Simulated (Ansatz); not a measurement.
# F2H4W: the cost of one run

Method: RKS PBE0-D4/def2-SVP, in Ansatz 0.2.0.

## (1) The starting structure

Bond lengths: W1–H2 1.920 Å, W1–F3 2.050 Å, W1–H4 1.720 Å, W1–H5 1.720 Å, W1–F6 1.850 Å, W1–H7 1.720 Å. Angles (14 of 15 angles, heavy atoms first): F3–W1–F6 90.0°, H2–W1–F3 37.4°, H2–W1–F6 90.0°, F3–W1–H4 90.0°, F3–W1–H5 153.0°, F3–W1–H7 117.0°, H4–W1–F6 180.0°, H5–W1–F6 90.0°, F6–W1–H7 90.0°, H2–W1–H4 90.0°, H2–W1–H5 115.7°, H2–W1–H7 154.3°, H4–W1–H5 90.0°, H4–W1–H7 90.0°.

Structure file:

```xyz
7

W     0.0000    0.0000    0.0000
H     0.8322    0.0000    1.7303
F     1.8273    0.0000    0.9293
H     0.0000    1.7200    0.0000
H    -1.7200    0.0000    0.0000
F     0.0000   -1.8500    0.0000
H     0.0000    0.0000   -1.7200
```

## (2) Pulling towards end A

Springs on the bonds that form and break draw the guess towards this end; the thresholds are loose.

Contents of input.yaml:

```yaml
crystal:
  periodic: [false, false, false]
  atoms:
    - { symbol: W, position_ang: [0.0, 0.0, 0.0] }
    - { symbol: H, position_ang: [0.8322, 0.0, 1.7303] }
    - { symbol: F, position_ang: [1.8273, 0.0, 0.9293] }
    - { symbol: H, position_ang: [0.0, 1.72, 0.0] }
    - { symbol: H, position_ang: [-1.72, 0.0, 0.0] }
    - { symbol: F, position_ang: [0.0, -1.85, 0.0] }
    - { symbol: H, position_ang: [0.0, 0.0, -1.72] }
basis:
  gaussian: { orbitals: def2-SVP }
hamiltonian:
  xc: pbe0
  dispersion: d4
relax:
  f_tol: 0.15
  max_steps: 25
  restrain:
    - { distance: [1, 2], at: 2.12, k: 30.0 }
    - { distance: [0, 1], at: 1.72, k: 30.0 }
    - { distance: [0, 2], at: 1.85, k: 30.0 }
```

Command:

```
$ ansatz run input.yaml --threads 1 --pin off --max-ram 2048MiB --backend cpu --events-out ev --progress --plain --runs-dir out
```

Q: Estimate wall time and peak memory on 1 thread of Intel Xeon 6975P-C (Granite Rapids), shared host.

About 32 s, with a peak of 0.17 GiB.
